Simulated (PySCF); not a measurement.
# NbCl6−: NMR shieldings

Aim: compute the NMR shieldings of NbCl6− (`[Cl][Nb-]([Cl])([Cl])([Cl])([Cl])[Cl]`).

Computed with PySCF 2.14.0 and routines of our own; the level stands in each step. Atoms count from 0.

3 further runs of the same task are left out: 3 for a basis unfit for spin-orbit shieldings.

## 1. The starting structure

7 atoms, charge -1, multiplicity 1; geometry from: GFN2-xTB.

## 2. NMR shieldings: PBE/x2c-SVPall-2c Nb:us-x2c-SVPall-2c, spin-free

Job settings and geometry (Å):

```
{"job": {"xc": "PBE", "basis": {"default": "x2c-SVPall-2c", "Nb": "us-x2c-SVPall-2c"}, "rel": "sf", "kind": "hnmr"}, "charge": -1, "multiplicity": 1}
Nb    -0.000160    -0.000060    -0.000190
Cl    -0.016010    -0.008670     2.377290
Cl     0.016150     0.008820    -2.377170
Cl     2.377240     0.004400     0.015940
Cl    -2.377310    -0.004270    -0.015910
Cl    -0.004170     2.377290     0.008830
Cl     0.004260    -2.377510    -0.008780
```

Level: PBE/x2c-SVPall-2c Nb:us-x2c-SVPall-2c GIAO NMR shielding, spin-free X2C, Gaussian nuclei, gas phase.

The run is started by

```console
$ OMP_NUM_THREADS=1 python heavy_run.py task.json out
```

The driver reads the jobs from task.json and runs them one after another.

The program printed:

```text
spin-free SCF
coarse grid: 46072 points
cycle   1  E = -6586.9829171984  dE =  1.340e-01  |g| = 5.279e-01  |ddm| = 4.971e+00
cycle   2  E = -6586.9652216090  dE =  1.770e-02  |g| = 6.461e-01  |ddm| = 1.158e+00
cycle   3  E = -6586.9669014935  dE = -1.680e-03  |g| = 5.632e-01  |ddm| = 8.204e-01
cycle   4  E = -6587.0430739319  dE = -7.617e-02  |g| = 1.062e-01  |ddm| = 5.569e-01
cycle   5  E = -6587.0458037843  dE = -2.730e-03  |g| = 1.238e-02  |ddm| = 8.773e-02
cycle   6  E = -6587.0458043956  dE = -6.113e-07  |g| = 7.083e-03  |ddm| = 1.199e-02
cycle   7  E = -6587.0458143877  dE = -9.992e-06  |g| = 2.761e-03  |ddm| = 7.232e-03
final grid: 84880 points
cycle   8  E = -6587.0451222737  dE =  1.991e-05  |g| = 8.588e-03  |ddm| = 1.413e-02
cycle   9  E = -6587.0448671110  dE =  2.552e-04  |g| = 3.204e-02  |ddm| = 4.268e-02
cycle  10  E = -6587.0451307706  dE = -2.637e-04  |g| = 7.230e-03  |ddm| = 3.136e-02
cycle  11  E = -6587.0451449176  dE = -1.415e-05  |g| = 1.363e-04  |ddm| = 7.473e-03
cycle  12  E = -6587.0451449206  dE = -3.006e-09  |g| = 7.005e-05  |ddm| = 2.489e-04
converged SCF energy = -6587.0451449206
check of the scalar solution
cycle   1  E = -6587.0451449207  dE = -6.587e+03  |FDS-SDF| = 7.005e-05
cycle   2  E = -6587.0451449132  dE =  7.522e-09  |FDS-SDF| = 1.657e-04
cycle   3  E = -6587.0451449220  dE = -8.814e-09  |FDS-SDF| = 3.941e-05
converged, E = -6587.0451449220

Field gradients (au) and densities at the nuclei (bohr^-3)
atom        Vxx        Vyy        Vzz        centre      nuclear mean
  0 Nb    -0.0001    -0.0006     0.0007      67808.777      67764.065
  1 Cl    -0.4739    -0.4741     0.9481       3055.730       3055.689
  2 Cl    -0.4734    -0.4736     0.9470       3055.730       3055.689
  3 Cl    -0.4739    -0.4742     0.9481       3055.730       3055.689
  4 Cl    -0.4735    -0.4737     0.9472       3055.730       3055.689
  5 Cl    -0.4740    -0.4741     0.9481       3055.730       3055.689
  6 Cl    -0.4738    -0.4740     0.9478       3055.730       3055.689
without picture change
  0 Nb                           0.0007                    105764.860

Core orbital energies (eV)
atom   shell        mean    spread
  0 Nb 1s       -18778.832   0.000
  0 Nb 2s        -2627.347   0.000
  0 Nb 3s         -438.370   0.000
  0 Nb 4s          -58.112   0.000
  0 Nb 2p        -2346.672   0.000
  0 Nb 3p         -346.408   0.000
  0 Nb 4p          -34.132   0.000
  0 Nb 3d         -196.148   0.020
  1 Cl 1s        -2741.959   0.000
  1 Cl 2s         -246.413   0.000
  1 Cl 3s          -15.956   0.000
  1 Cl 2p         -185.469   0.094
  2 Cl 1s        -2741.962   0.000
  2 Cl 2s         -246.416   0.000
  2 Cl 3s          -15.959   0.000
  2 Cl 2p         -185.472   0.094
  3 Cl 1s        -2741.960   0.000
  3 Cl 2s         -246.414   0.000
  3 Cl 3s          -15.956   0.000
  3 Cl 2p         -185.470   0.094
  4 Cl 1s        -2741.961   0.000
  4 Cl 2s         -246.416   0.000
  4 Cl 3s          -15.959   0.000
  4 Cl 2p         -185.472   0.094
  5 Cl 1s        -2741.960   0.000
  5 Cl 2s         -246.415   0.000
  5 Cl 3s          -15.957   0.000
  5 Cl 2p         -185.471   0.094
  6 Cl 1s        -2741.960   0.000
  6 Cl 2s         -246.415   0.000
  6 Cl 3s          -15.957   0.000
  6 Cl 2p         -185.471   0.094

Shielding tensors (ppm)
atom      isotropic    diamagn.    paramagn.     s11        s22        s33       span
  0 Nb     -777.52     3890.10    -4667.62    -777.58    -777.53    -777.45       0.12
  1 Cl      239.89     1149.65     -909.76     109.67     109.77     500.24     390.58
  2 Cl      239.88     1149.65     -909.78     109.53     109.65     500.45     390.92
  3 Cl      239.88     1149.65     -909.77     109.64     109.80     500.21     390.56
  4 Cl      239.91     1149.65     -909.75     109.57     109.66     500.49     390.92
  5 Cl      239.90     1149.65     -909.75     109.69     109.77     500.24     390.54
  6 Cl      239.95     1149.65     -909.70     109.66     109.73     500.46     390.81
```

It took 34 s on 1 thread of Arm Neoverse V2, shared host; peak memory 1.1 GiB.

## 3. NMR shieldings: PBE/x2c-SVPall-2c Nb:us-x2c-SVPall-2c in water, spin-free

Job settings and geometry (Å):

```
{"job": {"xc": "PBE", "basis": {"default": "x2c-SVPall-2c", "Nb": "us-x2c-SVPall-2c"}, "rel": "sf", "solvent": "water", "kind": "hnmr"}, "charge": -1, "multiplicity": 1}
Nb    -0.000160    -0.000060    -0.000190
Cl    -0.016010    -0.008670     2.377290
Cl     0.016150     0.008820    -2.377170
Cl     2.377240     0.004400     0.015940
Cl    -2.377310    -0.004270    -0.015910
Cl    -0.004170     2.377290     0.008830
Cl     0.004260    -2.377510    -0.008780
```

Level: PBE/x2c-SVPall-2c Nb:us-x2c-SVPall-2c GIAO NMR shielding, spin-free X2C, Gaussian nuclei, IEF-PCM water.

The program printed:

```text
spin-free SCF
coarse grid: 46072 points
cycle   1  E = -6587.0559821491  dE =  6.225e-02  |g| = 5.193e-01  |ddm| = 4.966e+00
cycle   2  E = -6586.9640873978  dE =  9.189e-02  |g| = 8.756e-01  |ddm| = 1.225e+00
cycle   3  E = -6587.0089648856  dE = -4.488e-02  |g| = 6.440e-01  |ddm| = 1.061e+00
cycle   4  E = -6587.1130258053  dE = -1.041e-01  |g| = 1.140e-01  |ddm| = 6.649e-01
cycle   5  E = -6587.1161408921  dE = -3.115e-03  |g| = 1.403e-02  |ddm| = 9.119e-02
cycle   6  E = -6587.1161500158  dE = -9.124e-06  |g| = 7.499e-03  |ddm| = 1.195e-02
cycle   7  E = -6587.1161641485  dE = -1.413e-05  |g| = 6.623e-04  |ddm| = 6.168e-03
cycle   8  E = -6587.1161642043  dE = -5.582e-08  |g| = 4.574e-04  |ddm| = 1.388e-03
final grid: 84880 points
cycle   9  E = -6587.1154894323  dE =  1.077e-07  |g| = 1.173e-03  |ddm| = 2.736e-03
cycle  10  E = -6587.1154859277  dE =  3.505e-06  |g| = 3.950e-03  |ddm| = 4.932e-03
cycle  11  E = -6587.1154894961  dE = -3.568e-06  |g| = 1.079e-03  |ddm| = 3.788e-03
cycle  12  E = -6587.1154897918  dE = -2.957e-07  |g| = 4.215e-05  |ddm| = 1.101e-03
cycle  13  E = -6587.1154897922  dE = -4.029e-10  |g| = 1.699e-05  |ddm| = 7.209e-05
converged SCF energy = -6587.1154897922
check of the scalar solution
cycle   1  E = -6587.1154897924  dE = -6.587e+03  |FDS-SDF| = 1.699e-05
cycle   2  E = -6587.1154897922  dE =  1.437e-10  |FDS-SDF| = 2.590e-05
converged, E = -6587.1154897922

Field gradients (au) and densities at the nuclei (bohr^-3)
atom        Vxx        Vyy        Vzz        centre      nuclear mean
  0 Nb    -0.0002    -0.0006     0.0007      67808.796      67764.085
  1 Cl    -0.4590    -0.4592     0.9182       3055.750       3055.709
  2 Cl    -0.4584    -0.4586     0.9171       3055.751       3055.710
  3 Cl    -0.4590    -0.4592     0.9182       3055.750       3055.709
  4 Cl    -0.4586    -0.4587     0.9173       3055.751       3055.710
  5 Cl    -0.4590    -0.4592     0.9182       3055.750       3055.709
  6 Cl    -0.4589    -0.4590     0.9179       3055.751       3055.710
without picture change
  0 Nb                           0.0008                    105764.891

Core orbital energies (eV)
atom   shell        mean    spread
  0 Nb 1s       -18782.669   0.000
  0 Nb 2s        -2631.185   0.000
  0 Nb 3s         -442.210   0.000
  0 Nb 4s          -61.958   0.000
  0 Nb 2p        -2350.510   0.000
  0 Nb 3p         -350.248   0.000
  0 Nb 4p          -37.981   0.000
  0 Nb 3d         -199.988   0.020
  1 Cl 1s        -2745.824   0.000
  1 Cl 2s         -250.277   0.000
  1 Cl 3s          -19.820   0.000
  1 Cl 2p         -189.333   0.091
  2 Cl 1s        -2745.827   0.000
  2 Cl 2s         -250.280   0.000
  2 Cl 3s          -19.823   0.000
  2 Cl 2p         -189.336   0.091
  3 Cl 1s        -2745.825   0.000
  3 Cl 2s         -250.277   0.000
  3 Cl 3s          -19.820   0.000
  3 Cl 2p         -189.334   0.091
  4 Cl 1s        -2745.826   0.000
  4 Cl 2s         -250.279   0.000
  4 Cl 3s          -19.822   0.000
  4 Cl 2p         -189.335   0.091
  5 Cl 1s        -2745.825   0.000
  5 Cl 2s         -250.278   0.000
  5 Cl 3s          -19.821   0.000
  5 Cl 2p         -189.334   0.091
  6 Cl 1s        -2745.825   0.000
  6 Cl 2s         -250.278   0.000
  6 Cl 3s          -19.821   0.000
  6 Cl 2p         -189.334   0.091

Shielding tensors (ppm)
atom      isotropic    diamagn.    paramagn.     s11        s22        s33       span
  0 Nb     -797.78     3890.51    -4688.29    -797.83    -797.79    -797.73       0.10
  1 Cl      242.40     1149.56     -907.16     114.92     115.03     497.26     382.34
  2 Cl      242.08     1149.56     -907.49     114.40     114.53     497.30     382.90
  3 Cl      242.35     1149.56     -907.22     114.84     115.01     497.19     382.36
  4 Cl      242.17     1149.56     -907.40     114.51     114.62     497.37     382.86
  5 Cl      242.28     1149.56     -907.29     114.78     114.87     497.17     382.39
  6 Cl      242.32     1149.56     -907.24     114.74     114.82     497.40     382.66
```

Wall time 37 s (1 thread of Arm Neoverse V2, shared host); peak memory 1.1 GiB.

## 4. NMR shieldings: PBE/x2c-SVPall-2c Nb:us-x2c-SVPall-2c in dichloromethane, spin-free

Job settings and geometry (Å):

```
{"job": {"xc": "PBE", "basis": {"default": "x2c-SVPall-2c", "Nb": "us-x2c-SVPall-2c"}, "rel": "sf", "solvent": "dichloromethane", "kind": "hnmr"}, "charge": -1, "multiplicity": 1}
Nb    -0.000160    -0.000060    -0.000190
Cl    -0.016010    -0.008670     2.377290
Cl     0.016150     0.008820    -2.377170
Cl     2.377240     0.004400     0.015940
Cl    -2.377310    -0.004270    -0.015910
Cl    -0.004170     2.377290     0.008830
Cl     0.004260    -2.377510    -0.008780
```

Level: PBE/x2c-SVPall-2c Nb:us-x2c-SVPall-2c GIAO NMR shielding, spin-free X2C, Gaussian nuclei, IEF-PCM dichloromethane.

The program printed:

```text
spin-free SCF
coarse grid: 46072 points
cycle   1  E = -6587.0483962484  dE =  6.965e-02  |g| = 5.200e-01  |ddm| = 4.967e+00
cycle   2  E = -6586.9740938628  dE =  7.430e-02  |g| = 8.260e-01  |ddm| = 1.205e+00
cycle   3  E = -6587.0019930141  dE = -2.790e-02  |g| = 6.441e-01  |ddm| = 1.026e+00
cycle   4  E = -6587.1058071578  dE = -1.038e-01  |g| = 1.117e-01  |ddm| = 6.579e-01
cycle   5  E = -6587.1088040321  dE = -2.997e-03  |g| = 1.414e-02  |ddm| = 8.970e-02
cycle   6  E = -6587.1088118704  dE = -7.838e-06  |g| = 7.693e-03  |ddm| = 1.192e-02
cycle   7  E = -6587.1088265755  dE = -1.471e-05  |g| = 8.272e-04  |ddm| = 6.262e-03
cycle   8  E = -6587.1088266930  dE = -1.175e-07  |g| = 5.016e-04  |ddm| = 1.649e-03
final grid: 84880 points
cycle   9  E = -6587.1081522700  dE =  2.125e-07  |g| = 1.341e-03  |ddm| = 2.910e-03
cycle  10  E = -6587.1081472391  dE =  5.031e-06  |g| = 4.710e-03  |ddm| = 5.775e-03
cycle  11  E = -6587.1081523866  dE = -5.147e-06  |g| = 1.183e-03  |ddm| = 4.424e-03
cycle  12  E = -6587.1081527482  dE = -3.616e-07  |g| = 4.570e-05  |ddm| = 1.239e-03
cycle  13  E = -6587.1081527486  dE = -4.648e-10  |g| = 1.831e-05  |ddm| = 7.931e-05
converged SCF energy = -6587.1081527486
check of the scalar solution
cycle   1  E = -6587.1081527487  dE = -6.587e+03  |FDS-SDF| = 1.831e-05
cycle   2  E = -6587.1081527486  dE =  2.547e-11  |FDS-SDF| = 1.925e-05
converged, E = -6587.1081527486

Field gradients (au) and densities at the nuclei (bohr^-3)
atom        Vxx        Vyy        Vzz        centre      nuclear mean
  0 Nb    -0.0001    -0.0006     0.0007      67808.792      67764.081
  1 Cl    -0.4616    -0.4618     0.9234       3055.747       3055.706
  2 Cl    -0.4610    -0.4612     0.9223       3055.747       3055.706
  3 Cl    -0.4616    -0.4618     0.9234       3055.747       3055.706
  4 Cl    -0.4612    -0.4613     0.9225       3055.747       3055.706
  5 Cl    -0.4616    -0.4618     0.9234       3055.747       3055.706
  6 Cl    -0.4615    -0.4616     0.9231       3055.747       3055.706
without picture change
  0 Nb                           0.0008                    105764.885

Core orbital energies (eV)
atom   shell        mean    spread
  0 Nb 1s       -18782.270   0.000
  0 Nb 2s        -2630.786   0.000
  0 Nb 3s         -441.811   0.000
  0 Nb 4s          -61.558   0.000
  0 Nb 2p        -2350.112   0.000
  0 Nb 3p         -349.849   0.000
  0 Nb 4p          -37.581   0.000
  0 Nb 3d         -199.589   0.020
  1 Cl 1s        -2745.421   0.000
  1 Cl 2s         -249.874   0.000
  1 Cl 3s          -19.417   0.000
  1 Cl 2p         -188.930   0.091
  2 Cl 1s        -2745.423   0.000
  2 Cl 2s         -249.877   0.000
  2 Cl 3s          -19.420   0.000
  2 Cl 2p         -188.933   0.091
  3 Cl 1s        -2745.421   0.000
  3 Cl 2s         -249.874   0.000
  3 Cl 3s          -19.417   0.000
  3 Cl 2p         -188.931   0.091
  4 Cl 1s        -2745.423   0.000
  4 Cl 2s         -249.876   0.000
  4 Cl 3s          -19.419   0.000
  4 Cl 2p         -188.932   0.091
  5 Cl 1s        -2745.422   0.000
  5 Cl 2s         -249.875   0.000
  5 Cl 3s          -19.418   0.000
  5 Cl 2p         -188.931   0.091
  6 Cl 1s        -2745.422   0.000
  6 Cl 2s         -249.875   0.000
  6 Cl 3s          -19.418   0.000
  6 Cl 2p         -188.931   0.091

Shielding tensors (ppm)
atom      isotropic    diamagn.    paramagn.     s11        s22        s33       span
  0 Nb     -794.32     3890.43    -4684.75    -794.37    -794.32    -794.26       0.11
  1 Cl      242.23     1149.58     -907.34     114.31     114.42     497.97     383.67
  2 Cl      241.97     1149.58     -907.61     113.86     114.00     498.04     384.18
  3 Cl      242.19     1149.58     -907.39     114.23     114.41     497.91     383.68
  4 Cl      242.04     1149.58     -907.53     113.96     114.07     498.10     384.15
  5 Cl      242.13     1149.58     -907.45     114.21     114.29     497.90     383.69
  6 Cl      242.17     1149.58     -907.40     114.16     114.24     498.12     383.96
```

It took 38 s on 1 thread of Arm Neoverse V2, shared host; peak memory 1.1 GiB.

## 5. Shieldings side by side

| run | Nb0 | Cl1 | Cl3 | Cl5 | Cl6 | Cl4 | Cl2 | time |
| --- | --- | --- | --- | --- | --- | --- | --- | --- |
| step 2, PBE/x2c-SVPall-2c Nb:us-x2c-SVPall-2c, spin-free | -777.5 | 239.9 | 239.9 | 239.9 | 239.9 | 239.9 | 239.9 | 34 s |
| step 3, PBE/x2c-SVPall-2c Nb:us-x2c-SVPall-2c in water, spin-free | -797.8 | 242.4 | 242.3 | 242.3 | 242.3 | 242.2 | 242.1 | 37 s |
| step 4, PBE/x2c-SVPall-2c Nb:us-x2c-SVPall-2c in dichloromethane, spin-free | -794.3 | 242.2 | 242.2 | 242.1 | 242.2 | 242.0 | 242.0 | 38 s |

## 6. What came out

```
                                                                                quantity                                                                             value
                   shieldings (step 2, PBE/x2c-SVPall-2c Nb:us-x2c-SVPall-2c, spin-free)  Nb0 -777.5, Cl1 239.9, Cl2 239.9, Cl3 239.9, Cl4 239.9, Cl5 239.9, Cl6 239.9 ppm
          shieldings (step 3, PBE/x2c-SVPall-2c Nb:us-x2c-SVPall-2c in water, spin-free)  Nb0 -797.8, Cl1 242.4, Cl2 242.1, Cl3 242.3, Cl4 242.2, Cl5 242.3, Cl6 242.3 ppm
shieldings (step 4, PBE/x2c-SVPall-2c Nb:us-x2c-SVPall-2c in dichloromethane, spin-free)  Nb0 -794.3, Cl1 242.2, Cl2 242.0, Cl3 242.2, Cl4 242.0, Cl5 242.1, Cl6 242.2 ppm
```

In words: A continuum can't give the shift that close solvent molecules cause at an ion. Nb0 moves most between the runs, by 20 ppm; the labels say what changes from run to run. No run holds spin-orbit coupling, which is large for shieldings at and beside heavy atoms. The geometry comes from tight binding, which is rough for metal atoms, and these values hang on it.
